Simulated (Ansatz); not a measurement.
# TaO3: the cost of one run

Computed with Ansatz 0.2.0 (DFT r2SCAN, scalar-relativistic, plane waves, PAW, unless a step's input says otherwise).

2 further runs of the same task are left out: 2 set aside as unsound or not needed. Runs told in other sessions of the task aren't counted.

## (1) The starting structure

Symmetry: Pm-3m, No. 221, cubic system. Conventional cell: a = 3.928 Å, b = 3.928 Å, c = 3.928 Å, α = 90.00°, β = 90.00°, γ = 90.00°. Ta (site symmetry m-3m) is surrounded by 6 O at 1.96 Å. O (site symmetry 4/mmm) has 2 Ta at 1.96 Å in its first shell of neighbours.

Coordinates:

```
CELL_PARAMETERS angstrom
0.00000 -3.92764 0.00000
0.00000 0.00000 -3.92764
11.78292 0.00000 0.00000
ATOMIC_POSITIONS crystal
Ta 0.50000 0.50000 0.16667
Ta 0.50000 0.50000 0.50000
Ta 0.50000 0.50000 0.83333
O 0.50000 0.50000 0.33333
O 0.50000 0.50000 0.66667
O 0.50000 0.50000 0.00000
O 0.50000 0.00000 0.16667
O 0.50000 0.00000 0.50000
O 0.50000 0.00000 0.83333
O 0.00000 0.50000 0.16667
O 0.00000 0.50000 0.50000
O 0.00000 0.50000 0.83333
```

It goes back to an entry of the Materials Project, which need not be the stable form.

It is built from the cell relaxed beforehand with the same method (15.15 Å³/atom).

## (2) The reference: the undisturbed cell on the scan's mesh

input.yaml reads:

```yaml
crystal:
  lattice:
    - [0.0, -3.9276404777, 0.0]
    - [0.0, 0.0, -3.9276404777]
    - [11.7829214331, 0.0, 0.0]
  atoms:
    - { symbol: Ta, position: [0.5, 0.5, 0.1666666667] }
    - { symbol: Ta, position: [0.5, 0.5, 0.5] }
    - { symbol: Ta, position: [0.5, 0.5, 0.8333333333] }
    - { symbol: O, position: [0.5, 0.5, 0.3333333333], spin: 0.38 }
    - { symbol: O, position: [0.5, 0.5, 0.6666666667], spin: 0.38 }
    - { symbol: O, position: [0.5, 0.5, 0.0], spin: 0.38 }
    - { symbol: O, position: [0.5, 0.0, 0.1666666667], spin: 0.38 }
    - { symbol: O, position: [0.5, 0.0, 0.5], spin: 0.38 }
    - { symbol: O, position: [0.5, 0.0, 0.8333333333], spin: 0.38 }
    - { symbol: O, position: [0.0, 0.5, 0.1666666667], spin: 0.38 }
    - { symbol: O, position: [0.0, 0.5, 0.5], spin: 0.38 }
    - { symbol: O, position: [0.0, 0.5, 0.8333333333], spin: 0.38 }
basis:
  ecutwfc: 500
kpoints:
  mp_grid: { grid: [12, 12, 4] }
hamiltonian:
  xc: r2scan
scf:
  occupations: { method: gaussian, width: 0.15 }
output:
  forces: true
  stress: true
  eigenvalues: true
  populations: true
  write_density: true
  write_potential: true
  elf: true
  volumetric_format: npy
magnetization:
  spin_polarized: true
```

On the command line:

```sh
ansatz run input.yaml --threads 2 --pin off --max-ram 5120MiB --backend cpu --events-out ev --progress --plain --runs-dir out
```

Q: Estimate wall time and peak memory on 2 threads of AMD EPYC 9R45 (Zen 5), shared host.

About 63 s, with a peak of 1.9 GiB.
